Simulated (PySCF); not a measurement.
**C4H7As: geometry, electronic excitations**

What electronic excitations should C4H7As (`C#CC[AsH]C`) show?

The runs use PySCF 2.14.0, with density-fitted response routines of our own; the level of theory stands in each step. All values are computed, except where a source is named. Atoms count from 0, in the outputs and in this text.

## (1) The molecule as given

12 atoms, charge 0, multiplicity 1; geometry from: GFN2-xTB. The atoms were then displaced at random by about 0.01 Å, so the start is not that level's minimum.

Bonds of the start (Å): C0–C1 1.19, C1–C2 1.44, C2–As3 1.96, As3–C4 1.98, C0–H5 1.07, C2–H6 1.09, C2–H7 1.12, As3–H8 1.48, C4–H9 1.08, C4–H10 1.09, C4–H11 1.10.

## (2) Relaxing the molecule at PBE0-D3(BJ)/def2-SVP

Job settings and geometry (Å):

```
{"job": {"xc": "PBE0", "basis": "def2-SVP", "d3": "d3bj", "grid": 1, "shake": 0.01, "kind": "geom"}, "charge": 0, "multiplicity": 1}
C      1.781970     1.259750     0.712310
C      1.375420     0.172120     0.455950
C      0.855450    -1.128630     0.116320
As    -0.666290    -1.044730    -1.115240
C     -1.747540     0.275100    -0.109640
H      2.121930     2.245190     0.941870
H      0.568080    -1.652300     1.033950
H      1.678170    -1.714260    -0.356900
H     -0.068920    -0.022110    -2.004070
H     -2.531800     0.701210    -0.715980
H     -1.112480     1.081260     0.270480
H     -2.214300    -0.200870     0.761910
```

Command:

```console
OMP_NUM_THREADS=1 python probes_run.py task.json out
```

This one command runs all jobs of the session in turn.

**Question.** This job is followed by: TDDFT PBE0/aug-cc-pVDZ, vertical, gas phase, core orbitals frozen in the response; TDDFT PBE0/def2-TZVPD, vertical, gas phase, core orbitals frozen in the response. What will the session give for the following? point group; rotational constants (main isotopes); lowest singlet (PBE0/aug-cc-pVDZ); brightest single state of those computed; lowest triplet; range of the lowest singlet.

As calculated:

```
                                quantity                        value
                             point group                           C1
    rotational constants (main isotopes)         6.05, 1.94, 1.61 GHz
       lowest singlet (PBE0/aug-cc-pVDZ)  5.69 eV (218 nm), f = 0.024
brightest single state of those computed  state 2, 5.85 eV, f = 0.144
                          lowest triplet                      4.76 eV
             range of the lowest singlet              5.69 to 5.82 eV
```

The optimisation took 4 steps and gained 0.114 eV; among the close pairs (by a distance rule), As3–H8 changed most, from 1.481 to 1.526 Å. The lowest singlet, at 5.69 eV, is HOMO→LUMO 0.93 and is weak; of the 10 states computed, the strongest absorption comes from state 2 at 5.85 eV. The lowest triplet lies 0.93 eV below the lowest singlet (triplets in Tamm-Dancoff, singlets in full TDDFT). The lowest singlet runs from 5.69 eV (PBE0/aug-cc-pVDZ) to 5.82 eV (PBE0/def2-TZVPD), while the orbital gap spans 6.69 to 6.92 eV. The lowest state need not be the same one in every run.
